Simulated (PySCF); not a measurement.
# BBrH5P: the cost of one run

The runs use PySCF 2.14.0, with density-fitted response routines of our own; the level of theory stands in each step. All values are computed, except where a source is named. Atoms are numbered from 0 throughout.

**1. The starting structure**

8 atoms, charge 0, multiplicity 1; geometry from: PBE0-D3(BJ)/def2-SVP.

Bonds of the start (Å): P0–B1 1.95, B1–Br2 2.02, P0–H3 1.41, P0–H4 1.42, P0–H5 1.41, B1–H6 1.21, B1–H7 1.21.

**2. X-ray photoelectron lines: SCAN, X2C**

Job settings and geometry (Å):

```
{"job": {"kind": "xps"}, "charge": 0, "multiplicity": 1}
P      0.372769     0.167782     0.503998
B     -1.482343    -0.419669     0.424378
Br    -2.459892     1.289620     0.868395
H      0.791256     0.694391     1.746901
H      1.404129    -0.769192     0.235306
H      0.715827     1.220742    -0.373958
H     -1.593727    -1.272238     1.281000
H     -1.662297    -0.788471    -0.717569
```

Level: delta-SCF UKS SCAN, pcX-2 on the ionised atom, pcseg-1 elsewhere, spin-free X2C.

Launch:

```
$ OMP_NUM_THREADS=1 python probes_run.py task.json out
```

One launch serves the whole session: the jobs run in the order shown.

Q: Estimate the wall time and peak memory of this first job on 1 thread of Arm Neoverse V1, shared host.

About 10 s, with a peak of 0.38 GiB.
